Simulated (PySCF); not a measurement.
# The bond of ZnP, level by level

An exercise on one series of results from a longer session: the logs are not shown, and one member is left open.

Method: Zn def2-SVP, P def2-SVP, no relativity; program: PySCF 2.14.0.

2 further runs of the same task are left out: 2 set aside as unsound or not needed.

Set-up of the first run:

The job is set up so:

```json
{
 "atoms": "Zn, P",
 "charge": "0",
 "basis": "Zn def2-SVP, P def2-SVP",
 "Hamiltonian": "no relativity",
 "basis functions": "49",
 "electrons treated": "45",
 "masses in u": "63.9291, 30.9738",
 "levels": "PBE0, PBE, r²SCAN, TPSSh, r²SCAN0, BHandHLYP",
 "grid": "80 radial by 434 angular points",
 "occupations": "held fixed by the projection of orbital angular momentum",
 "dissociation limit": "Zn + P, each in its ground configuration",
 "starting distance in angstrom": "2.255",
 "values of 2S to try": "1, 3"
}
```

Command:

```sh
$ OMP_NUM_THREADS=1 python dia.py task.json out
```

Among the steps run: Input; First curve: PBE0; Other states along the same grid; PBE (GGA); r²SCAN (meta-GGA); TPSSh (hybrid meta-GGA); r²SCAN0 (hybrid meta-GGA); BHandHLYP (global hybrid GGA).

One of the session's tables, all rows but one given; the rest of the session is left out.

It belongs to the step «The curves together». Energy (eV) from each level's lowest point:

```
R (Å)    PBE  r²SCAN  TPSSh   PBE0  r²SCAN0
2.126  0.356   0.295  0.350  0.364    0.324
2.225  0.149   0.107  0.142  0.149    0.122
2.324  0.043   0.020  0.038  0.041    0.025
2.398      ?       ?      ?      ?        ?
2.472  0.000   0.006  0.000  0.000    0.002
2.546  0.010   0.029  0.014  0.012    0.023
2.645  0.041   0.078  0.052  0.046    0.067
2.769  0.096   0.153  0.114  0.102    0.136
2.917  0.169   0.246  0.195  0.173    0.219
3.115  0.261   0.357  0.293  0.256    0.315
```

**Question.** Estimate the row for R (Å) = 2.398.

Worked estimate for «PBE». A straight line through the neighbours (2.324, 0.043) and (2.472, 0.000) gives 0.043 + (0.000 − 0.043) × (2.398 − 2.324) / (2.472 − 2.324) = 0.021; a parabola fitted to 4 rows on both sides gives 0.006.

The run gave: PBE: 0.008; r²SCAN: 0.000; TPSSh: 0.005; PBE0: 0.007; r²SCAN0: 0.000. In «PBE» the line misses by +0.013 and the parabola by -0.002.
